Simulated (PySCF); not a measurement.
# [Pb(NH2)3(H2O)]+: other functionals and bases at one geometry

The task here is to estimate one member of a computed series from the others.

Method: several levels, as the steps say, no spin–orbit coupling; program: PySCF 2.14.0.

1 further run of the same task is left out (for a known fault of the program).

## The starting structure

13 atoms, charge 1, spin multiplicity 1.

Bond lengths: Pb1–N2 2.099 Å, Pb1–N5 2.099 Å, Pb1–N8 2.095 Å, Pb1–O11 2.412 Å, N2–H3 1.022 Å, N2–H4 1.023 Å, N5–H6 1.023 Å, N5–H7 1.022 Å, N8–H9 1.021 Å, N8–H10 1.021 Å, O11–H12 0.967 Å, O11–H13 0.966 Å. Angles: N2–Pb1–N5 116.6°, N2–Pb1–N8 121.3°, N2–Pb1–O11 91.2°, N5–Pb1–N8 121.3°, N5–Pb1–O11 91.2°, N8–Pb1–O11 96.6°, Pb1–N2–H3 110.5°, Pb1–N2–H4 110.4°, H3–N2–H4 107.4°, Pb1–N5–H6 110.4°, Pb1–N5–H7 110.5°, H6–N5–H7 107.4°, Pb1–N8–H9 111.8°, Pb1–N8–H10 111.8°, H9–N8–H10 108.8°, Pb1–O11–H12 121.9°, Pb1–O11–H13 130.6°, H12–O11–H13 107.5°.

Geometry (Å):

```
Pb    0.2461   -0.2461    0.3130
N     1.0047    1.5204    1.1552
H     2.0091    1.5971    0.9809
H     0.8689    1.5194    2.1691
N    -1.5204   -1.0047    1.1552
H    -1.5194   -0.8689    2.1691
H    -1.5971   -2.0091    0.9809
N     1.3668   -1.3668   -1.0568
H     0.7714   -1.9461   -1.6510
H     1.9461   -0.7714   -1.6510
O    -1.0111    1.0111   -1.3171
H    -1.6701    1.6701   -1.0580
H    -0.9881    0.9881   -2.2827
```

Formal oxidation states: Pb +4. An earlier session relaxed this geometry at PBE0, Pb def2-SVP with ECP60, N def2-SVP, H def2-SVP, O def2-SVP (singlet, point group Cs). Its vibrations showed it to be a saddle point, relaxed within its symmetry.

At PBE0 on the finer grid: E = -436.416137 Eh, HOMO -11.94 eV, LUMO -6.71 eV, Mulliken charge on Pb1 +0.94 e, largest force component 0.016 eV/Å. 

Levels to run: TPSS; PBE; PBE0, TZVP. Hardware: 2 threads of Arm Neoverse V1, shared host.

The first run:

The input, run.py (the lines that set the calculation):

```python
mol = gto.M(atom='''
Pb     0.24607    -0.24607     0.31304
N      1.00468     1.52039     1.15522
H      2.00910     1.59705     0.98087
H      0.86885     1.51941     2.16913
N     -1.52039    -1.00468     1.15522
H     -1.51941    -0.86885     2.16913
H     -1.59705    -2.00910     0.98087
N      1.36679    -1.36679    -1.05678
H      0.77138    -1.94611    -1.65103
H      1.94611    -0.77138    -1.65103
O     -1.01108     1.01108    -1.31713
H     -1.67006     1.67006    -1.05805
H     -0.98810     0.98810    -2.28267''',
    basis={'Pb': 'def2-SVP', 'N': 'def2-SVP', 'H': 'def2-SVP', 'O': 'def2-SVP'},
    ecp={'Pb': 'def2-SVP'},
    charge=1, spin=0)
mf = dft.RKS(mol, xc='TPSS')
mf.grids.atom_grid = (75, 302)
mf = mf.density_fit()  # fitting sets: Pb def2-universal-JKFIT, N def2-universal-JKFIT, H def2-universal-JKFIT, O def2-universal-JKFIT
mf.conv_tol = 1e-08; mf.max_cycle = 55
mf.kernel(dm0)  # dm0: the density of the relaxed state
```

Started as:

```sh
$ OMP_NUM_THREADS=2 python run.py
```

Among the steps run: TPSS; PBE; PBE0, TZVP.

One table of the session follows, with a row left open; its other results are not shown here.

| level | HOMO (eV) | gap (eV) | charge on Pb1 (e) | dipole (D) | largest force component (eV/Å) |
| --- | --- | --- | --- | --- | --- |
| PBE0 (relaxed here) | -11.94 | 5.23 | 0.94 | 2.34 | 0.02 |
| TPSS | -10.58 | 3.08 | 0.85 | 2.42 | 0.55 |
| PBE | ? | ? | ? | ? | ? |
| PBE0, TZVP | -12.16 | 5.24 | 1.19 | 2.31 | 0.26 |

Estimate the missing values for PBE.

The run gave: HOMO (eV): -10.48; gap (eV): 2.87; charge on Pb1 (e): 0.79; dipole (D): 2.43; largest force component (eV/Å): 0.53. In the column «HOMO (eV)» it is the highest.

The dipole of a charged species depends on the origin, so these sizes hold for this origin alone.

In one basis the HOMO–LUMO gap runs from 2.87 eV (PBE) to 5.23 eV (PBE0). The largest leftover force, 0.55 eV/Å with TPSS, stands at a geometry relaxed at another level. Total energies of different levels can't be compared.
